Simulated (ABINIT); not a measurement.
# RuAu (Pm-3m) in ABINIT: reference runs

Aim: a first look at RuAu with PBE, on the cell as given and on a disturbed one.

Program: ABINIT 10.8.3 (patched build). These are calculated values, not measurements. Logs are shortened: lines on timing, memory, paths and dates and some standing lists are left out, and cuts for length are marked. The log counts tension as positive stress, the text compression.

## Step 1: The crystal as given

The structure is cubic, space group Pm-3m (No. 221). The conventional cell has a = 3.165 Å, b = 3.165 Å, c = 3.165 Å, α = 90.00°, β = 90.00°, γ = 90.00°. Around Ru (site symmetry m-3m) lie 8 Au at 2.74 Å. Around Au (site symmetry m-3m) lie 8 Ru at 2.74 Å.

The cell was built by a generator and needn't be a form met in nature.

## Step 2: Single point, PBE

Input file run.abi:

```
# Pseudopotentials
pp_dirpath "./"
pseudos "Ru.GGA_PBE-JTH.xml, Au.GGA_PBE-JTH.xml"

# Structure
acell 3*1.0 Angstrom
rprim
     3.1648100000     0.0000000000     0.0000000000
     0.0000000000     3.1648100000     0.0000000000
     0.0000000000     0.0000000000     3.1648100000
ntypat 2
znucl 44 79
natom 2
typat 1 2
xcart
     0.0000000000     0.0000000000     0.0000000000
     2.9903120682     2.9903120682     2.9903120682

# Plane-wave basis
ecut 544.227725 eV
pawecutdg 40.0
pawxcdev 0

# k points
kptopt 1
ngkpt 8 8 8
nshiftk 1
shiftk 0.0 0.0 0.0

# Exchange and correlation
ixc 11

# Bands and occupations
nband 18
occopt 3
tsmear 0.05 eV

# SCF cycle
nstep 100
tolvrs 1.0e-9

# Output
iomode 3
prtwf 0
prtden 0
prteig 0
prtebands 0
```

Potentials or basis: JTH PAW PBE v2.0.

Run with:

```
> abinit run.abi > log 2>&1
```

run.abo:

```text
.Version 10.8.3 of ABINIT
 Symmetries : space group Pm -3 m (#221); Bravais cP (primitive cubic)
================================================================================
 Values of the parameters that define the memory need of the present run
     intxc =       0    ionmov =       0      iscf =      17    lmnmax =      18
     lnmax =       6     mgfft =      27  mpssoang =       3    mqgrid =    3001
     natom =       2  nloc_mem =       2    nspden =       1   nspinor =       1
    nsppol =       1      nsym =      48    n1xccc =       1    ntypat =       2
    occopt =       3   xclevel =       2
       mpw =         932          nfft =       19683          nkpt =          35
 PAW method is used; the additional fine FFT grid is defined by:
   mgfftf=        36    nfftf =     46656
================================================================================
================================================================================

--------------------------------------------------------------------------------
------------- Echo of variables that govern the present computation ------------
--------------------------------------------------------------------------------
 -outvars: echo values of preprocessed input variables --------
            acell      1.8897261259E+00  1.8897261259E+00  1.8897261259E+00 Bohr
              amu      1.01070000E+02  1.96966540E+02
             ecut      2.00000000E+01 Hartree
              ixc          11
         kptrlatt        8    0    0      0    8    0      0    0    8
          kptrlen      4.78449931E+01
            natom           2
            nband          18
            ngfft          27      27      27
          ngfftdg          36      36      36
             nkpt          35
            nstep         100
             nsym          48
           ntypat           2
           occopt           3
        pawecutdg      4.00000000E+01 Hartree
         pawxcdev           0
           prtden           0
        prtebands           0
           prteig           0
            prtwf           0
            rprim      3.1648100000E+00  0.0000000000E+00  0.0000000000E+00
                       0.0000000000E+00  3.1648100000E+00  0.0000000000E+00
                       0.0000000000E+00  0.0000000000E+00  3.1648100000E+00
          spgroup         221
           tolvrs      1.00000000E-09
           tsmear      1.83746611E-03 Hartree
            typat      1  2
           useylm           1
           xangst      0.0000000000E+00  0.0000000000E+00  0.0000000000E+00
                       1.5824050000E+00  1.5824050000E+00  1.5824050000E+00
            xcart      0.0000000000E+00  0.0000000000E+00  0.0000000000E+00
                       2.9903120703E+00  2.9903120703E+00  2.9903120703E+00
             xred      0.0000000000E+00  0.0000000000E+00  0.0000000000E+00
                       5.0000000000E-01  5.0000000000E-01  5.0000000000E-01
            znucl       44.00000   79.00000

================================================================================

 chkinp: Checking input parameters for consistency.

================================================================================
== DATASET  1 ==================================================================

--- !DatasetInfo
iteration_state: {dtset: 1, }
dimensions: {natom: 2, nkpt: 35, mband: 18, nsppol: 1, nspinor: 1, nspden: 1, mpw: 932, }
cutoff_energies: {ecut:  20.0, pawecutdg:  40.0, }
electrons: {nelect:   2.70000000E+01, charge:   0.00000000E+00, occopt:   3.00000000E+00, tsmear:   1.83746611E-03, }
meta: {optdriver: 0, ionmov: 0, optcell: 0, iscf: 17, paral_kgb: 0, }
...

 Exchange-correlation functional for the present dataset will be:
  GGA: Perdew-Burke-Ernzerhof functional - ixc=11
  J.P.Perdew, K.Burke, M.Ernzerhof, PRL 77, 3865 (1996)

 Real(R)+Recip(G) space primitive vectors, cartesian coordinates (Bohr,Bohr^-1):
 R(1)=  5.9806241  0.0000000  0.0000000  G(1)=  0.1672066  0.0000000  0.0000000
 R(2)=  0.0000000  5.9806241  0.0000000  G(2)=  0.0000000  0.1672066  0.0000000
 R(3)=  0.0000000  0.0000000  5.9806241  G(3)=  0.0000000  0.0000000  0.1672066
 Unit cell volume ucvol=  2.1391416E+02 bohr^3
 Angles (23,13,12)=  9.00000000E+01  9.00000000E+01  9.00000000E+01 degrees

 Coarse grid specifications (used for wave-functions):

 getcut: wavevector=  0.0000  0.0000  0.0000  ngfft=  27  27  27
         ecut(hartree)=     20.000   => boxcut(ratio)=   2.15947

 Fine grid specifications (used for densities):

 getcut: wavevector=  0.0000  0.0000  0.0000  ngfft=  36  36  36
         ecut(hartree)=     40.000   => boxcut(ratio)=   2.11427

--- Pseudopotential description ------------------------------------------------
- pspini: atom type   1  psp file is ./Ru.GGA_PBE-JTH.xml
 Pseudopotential format is: paw10
 basis_size (lnmax)=  6 (lmn_size= 18), orbitals=   0   0   1   1   2   2
 Spheres core radius: rc_sph= 2.21046734
 Shapefunction is SIN type: shapef(r)=[sin(pi*r/rshp)/(pi*r/rshp)]**2
 Radius for shape functions =  2.00219127
 Compensation charge density is not taken into account in XC energy/potential

- pspini: atom type   2  psp file is ./Au.GGA_PBE-JTH.xml
 Pseudopotential format is: paw10
 basis_size (lnmax)=  6 (lmn_size= 18), orbitals=   0   0   1   1   2   2
 Spheres core radius: rc_sph= 2.50869560
 Shapefunction is SIN type: shapef(r)=[sin(pi*r/rshp)/(pi*r/rshp)]**2
 Radius for shape functions =  2.26305713
 Compensation charge density is not taken into account in XC energy/potential

   1.81872527E+03                                ecore*ucvol(ha*bohr**3)
--------------------------------------------------------------------------------

================================================================================

--- !BeginCycle
iteration_state: {dtset: 1, }
solver: {iscf: 17, nstep: 100, nline: 4, wfoptalg: 10, }
tolerances: {tolvrs: 1.00E-09, }
...

     iter   Etot(hartree)      deltaE(h)  residm     nres2
 ETOT  1  -126.61679033861    -1.266E+02 1.292E+01 2.934E+01
 ETOT  2  -130.03194670117    -3.415E+00 2.363E-01 5.087E+01
 ETOT  3  -129.80494122507     2.270E-01 1.013E-01 4.974E+00
 ETOT  4  -129.81248037578    -7.539E-03 4.220E-02 3.233E+00
 ETOT  5  -129.80100440303     1.148E-02 1.472E-02 2.603E-01
 ETOT  6  -129.80461782759    -3.613E-03 1.148E-02 2.837E-01
 ETOT  7  -129.80453251436     8.531E-05 7.014E-03 1.048E-01
 ETOT  8  -129.80470373042    -1.712E-04 8.723E-03 3.309E-02
 ETOT  9  -129.80455196385     1.518E-04 7.144E-03 2.053E-03
 ETOT 10  -129.80456943421    -1.747E-05 5.019E-03 1.786E-03
 ETOT 11  -129.80457625421    -6.820E-06 3.084E-03 1.185E-03
 ETOT 12  -129.80457651220    -2.580E-07 1.933E-03 2.410E-04
 ETOT 13  -129.80457669340    -1.812E-07 1.131E-03 1.681E-05
 ETOT 14  -129.80457689001    -1.966E-07 6.775E-04 6.674E-07
 ETOT 15  -129.80457691824    -2.823E-08 3.920E-04 1.039E-06
 ETOT 16  -129.80457692210    -3.865E-09 4.893E-04 1.268E-06
 ETOT 17  -129.80457692264    -5.411E-10 3.352E-04 1.285E-06
 ETOT 18  -129.80457692340    -7.604E-10 4.835E-04 1.448E-06
 ETOT 19  -129.80457691896     4.443E-09 3.137E-04 6.267E-08
 ETOT 20  -129.80457692007    -1.107E-09 4.583E-04 1.181E-07
 ETOT 21  -129.80457691983     2.370E-10 2.819E-04 5.924E-08
 ETOT 22  -129.80457691955     2.822E-10 4.167E-04 1.045E-08
 ETOT 23  -129.80457691965    -1.030E-10 2.446E-04 3.452E-08
 ETOT 24  -129.80457691968    -3.050E-11 3.626E-04 2.653E-08
 ETOT 25  -129.80457691963     5.724E-11 2.062E-04 3.376E-09
 ETOT 26  -129.80457691966    -3.396E-11 3.032E-04 9.032E-09
 ETOT 27  -129.80457691968    -1.782E-11 1.697E-04 1.616E-08
 ETOT 28  -129.80457691969    -1.785E-11 2.461E-04 2.213E-08
 ETOT 29  -129.80457691970    -6.992E-12 1.363E-04 2.581E-08
 ETOT 30  -129.80457691964     5.829E-11 1.952E-04 6.644E-09
 ETOT 31  -129.80457691966    -2.100E-11 1.070E-04 1.618E-08
 ETOT 32  -129.80457691963     3.308E-11 1.518E-04 1.811E-10

 At SCF step   32       nres2   =  1.81E-10 < tolvrs=  1.00E-09 =>converged.

 Cartesian components of stress tensor (hartree/bohr^3)
  sigma(1 1)= -2.04034345E-05  sigma(3 2)=  0.00000000E+00
  sigma(2 2)= -2.04034345E-05  sigma(3 1)=  0.00000000E+00
  sigma(3 3)= -2.04034345E-05  sigma(2 1)=  0.00000000E+00

--- !ResultsGS
iteration_state: {dtset: 1, }
comment   : Summary of ground state results
lattice_vectors:
- [  5.9806241,   0.0000000,   0.0000000, ]
- [  0.0000000,   5.9806241,   0.0000000, ]
- [  0.0000000,   0.0000000,   5.9806241, ]
lattice_lengths: [   5.98062,    5.98062,    5.98062, ]
lattice_angles: [ 90.000,  90.000,  90.000, ] # degrees, (23, 13, 12)
lattice_volume:   2.1391416E+02
convergence: {deltae:  3.308E-11, res2:  1.811E-10, residm:  1.518E-04, diffor: null, }
etotal    :  -1.29804577E+02
entropy   :   0.00000000E+00
fermie    :   3.72404466E-01
cartesian_stress_tensor: # hartree/bohr^3
- [ -2.04034345E-05,   0.00000000E+00,   0.00000000E+00, ]
- [  0.00000000E+00,  -2.04034345E-05,   0.00000000E+00, ]
- [  0.00000000E+00,   0.00000000E+00,  -2.04034345E-05, ]
pressure_GPa:   6.0029E-01
xred      :
- [  0.0000E+00,   0.0000E+00,   0.0000E+00, Ru]
- [  5.0000E-01,   5.0000E-01,   5.0000E-01, Au]
cartesian_forces: # hartree/bohr
- [ -0.00000000E+00,  -0.00000000E+00,  -0.00000000E+00, ]
- [ -0.00000000E+00,  -0.00000000E+00,  -0.00000000E+00, ]
force_length_stats: {min:   0.00000000E+00, max:   0.00000000E+00, mean:   0.00000000E+00, }
...

 Integrated electronic density in atomic spheres:
 ------------------------------------------------
 Atom  Sphere_radius  Integrated_density
    1        2.21047         13.58461969
    2        2.50870          9.60668322

================================================================================

 ----iterations are completed or convergence reached----

 Mean square residual over all n,k,spin=   38.166E-08; max=  15.177E-05
 reduced coordinates (array xred) for    2 atoms
       0.000000000000      0.000000000000      0.000000000000
       0.500000000000      0.500000000000      0.500000000000
 rms dE/dt=  0.0000E+00; max dE/dt=  0.0000E+00; dE/dt below (all hartree)
    1       0.000000000000      0.000000000000      0.000000000000
    2       0.000000000000      0.000000000000      0.000000000000

 cartesian coordinates (angstrom) at end:
    1      0.00000000000000     0.00000000000000     0.00000000000000
    2      1.58240500000000     1.58240500000000     1.58240500000000

 cartesian forces (hartree/bohr) at end:
    1     -0.00000000000000    -0.00000000000000    -0.00000000000000
    2     -0.00000000000000    -0.00000000000000    -0.00000000000000
 frms,max,avg= 0.0000000E+00 0.0000000E+00   0.000E+00  0.000E+00  0.000E+00 h/b

 cartesian forces (eV/Angstrom) at end:
    1     -0.00000000000000    -0.00000000000000    -0.00000000000000
    2     -0.00000000000000    -0.00000000000000    -0.00000000000000
 frms,max,avg= 0.0000000E+00 0.0000000E+00   0.000E+00  0.000E+00  0.000E+00 e/A
 length scales=  1.889726125908  1.889726125908  1.889726125908 bohr
              =  1.000000000000  1.000000000000  1.000000000000 angstroms
 Fermi (or HOMO) energy (hartree) =   0.37240   Average Vxc (hartree)=  -0.45248
 Eigenvalues (hartree) for nkpt=  35  k points:
 kpt#   1, nband= 18, wtk=  0.00195, kpt=  0.0000  0.0000  0.0000 (reduced coord)
  -2.29327   -1.18895   -1.18895   -1.18895    0.04374    0.13135    0.13135    0.21392
   0.21392    0.21392    0.33018    0.33018    0.39187    0.39187    0.39187    0.65476
   0.65476    0.65476
      occupation numbers for kpt#   1
   2.00000    2.00000    2.00000    2.00000    2.00000    2.00000    2.00000    2.00000
   2.00000    2.00000    2.00000    2.00000    0.00005    0.00005    0.00005    0.00000
   0.00000    0.00000
 prteigrs : prtvol=0 or 1, do not print more k-points.

--- !EnergyTerms
iteration_state     : {dtset: 1, }
comment             : Components of total free energy in Hartree
kinetic             :  2.07353833376352E+01
hartree             :  2.05201613694354E+01
xc                  : -6.91477856123503E+00
Ewald energy        : -1.13026883101645E+02
psp_core            :  8.50212669784430E+00
local_psp           : -6.85312366493660E+01
PAW spherical_terms :  8.91157685949243E+00
internal            : -1.29803650047839E+02
'-kT*entropy'       : -9.43010408901152E-04
total_energy        : -1.29804593058248E+02
total_energy_eV     : -3.53216291821036E+03
...

--- !EnergyTermsDC
iteration_state     : {dtset: 1, }
comment             : '"Double-counting" decomposition of free energy'
band_energy         : -7.20422931750332E+00
Ewald energy        : -1.13026883101645E+02
psp_core            :  8.50212669784430E+00
xc_dc               : -1.87684138171458E+01
PAW spherical_terms :  6.93765629227448E-01
internal            : -1.29803633909222E+02
'-kT*entropy'       : -9.43010408901152E-04
total_energy_dc     : -1.29804576919631E+02
total_energy_dc_eV  : -3.53216247905624E+03
...

--- !EnergyTermsWithPAWCore
iteration_state     : {dtset: 1, }
comment             : 'Components of total free energy, including PAW core contributions'
Total energy        : -2.35430354369722E+04
Total energy DC     : -2.35430354208336E+04
Total energy (eV)   : -6.40638630678268E+05
Total energy DC (eV): -6.40638630239114E+05
...

 Cartesian components of stress tensor (hartree/bohr^3)
  sigma(1 1)= -2.04034345E-05  sigma(3 2)=  0.00000000E+00
  sigma(2 2)= -2.04034345E-05  sigma(3 1)=  0.00000000E+00
  sigma(3 3)= -2.04034345E-05  sigma(2 1)=  0.00000000E+00

-Cartesian components of stress tensor (GPa)         [Pressure=  6.0029E-01 GPa]
- sigma(1 1)= -6.00289767E-01  sigma(3 2)=  0.00000000E+00
- sigma(2 2)= -6.00289767E-01  sigma(3 1)=  0.00000000E+00
- sigma(3 3)= -6.00289767E-01  sigma(2 1)=  0.00000000E+00

== END DATASET(S) ==============================================================
================================================================================

 -outvars: echo values of variables after computation  --------
            acell      1.8897261259E+00  1.8897261259E+00  1.8897261259E+00 Bohr
           etotal     -1.2980457692E+02
            fcart     -0.0000000000E+00 -0.0000000000E+00 -0.0000000000E+00
                      -0.0000000000E+00 -0.0000000000E+00 -0.0000000000E+00
            rprim      3.1648100000E+00  0.0000000000E+00  0.0000000000E+00
                       0.0000000000E+00  3.1648100000E+00  0.0000000000E+00
                       0.0000000000E+00  0.0000000000E+00  3.1648100000E+00
           strten     -2.0403434467E-05 -2.0403434467E-05 -2.0403434467E-05
                       0.0000000000E+00  0.0000000000E+00  0.0000000000E+00
           xangst      0.0000000000E+00  0.0000000000E+00  0.0000000000E+00
                       1.5824050000E+00  1.5824050000E+00  1.5824050000E+00
             xred      0.0000000000E+00  0.0000000000E+00  0.0000000000E+00
                       5.0000000000E-01  5.0000000000E-01  5.0000000000E-01
 Calculation completed.
```

It took 55 s on 1 thread of Arm Neoverse V1, shared host; peak memory 0.11 GiB.

What came out:

- Free energy: -3532.1625 eV
- Pressure: 0.6 GPa
- Band gap on the k mesh: none (metal or under the smearing width)
- Valence electrons inside the program's atomic spheres: Ru 13.58; Au 9.61

The run has no spin-orbit coupling, so splittings on Au are missing.

[end of part 1 of 2]
